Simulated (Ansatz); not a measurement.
# GaH2: the cost of one run

Computed with Ansatz 0.2.0, Gaussian basis. Level: the settings change from run to run.

8 further runs of the same task are left out: 6 that didn't finish, 2 set aside as unsound or not needed.

### Step 1. What is computed

The geometry derives from a PBE0/def2-TZVP stationary point (not a proven minimum). All distances are scaled together. No spin-orbit coupling is included. The filled d shell of Ga may be among the frozen orbitals whatever the setting's name suggests; the logs give the count.

3 atoms, charge 1, spin multiplicity 3.

Atoms are counted from 1 here; the program's logs count them from 0.

Bond lengths: Ga1–H2 1.528 Å, Ga1–H3 1.528 Å. Angles: H2–Ga1–H3 71.9°.

### Step 2. CISD/x2c-TZVPPall

Input file in.yaml:

```yaml
crystal:
  periodic: [false, false, false]
  atoms:
    - {symbol: Ga, position_ang: [0.000000, 0.000000, -0.034748]}
    - {symbol: H, position_ang: [0.000000, 0.897050, 1.201831]}
    - {symbol: H, position_ang: [0.000000, -0.897050, 1.201831]}
basis:
  gaussian: {orbitals: x2c-TZVPPall}
total_charge: 1
magnetization: {spin_polarized: false, initial_magnetization: 2}
correlation: {active_space: {ras: {orbitals: [1, 2, 59], electrons: 4, max_holes: 2, max_particles: 2}, fixed_orbitals: true}}
accuracy: high
scf: {lower_state_search: full}
output: {forces: true}
```

Run with:

```sh
$ ansatz run in.yaml --threads 1 --pin off --events-out ev --progress --plain --max-ram 2393MiB
```

What time and memory should one allow on 1 thread of Arm Neoverse V2, shared host?

About 9.5 s, with a peak of 0.49 GiB.
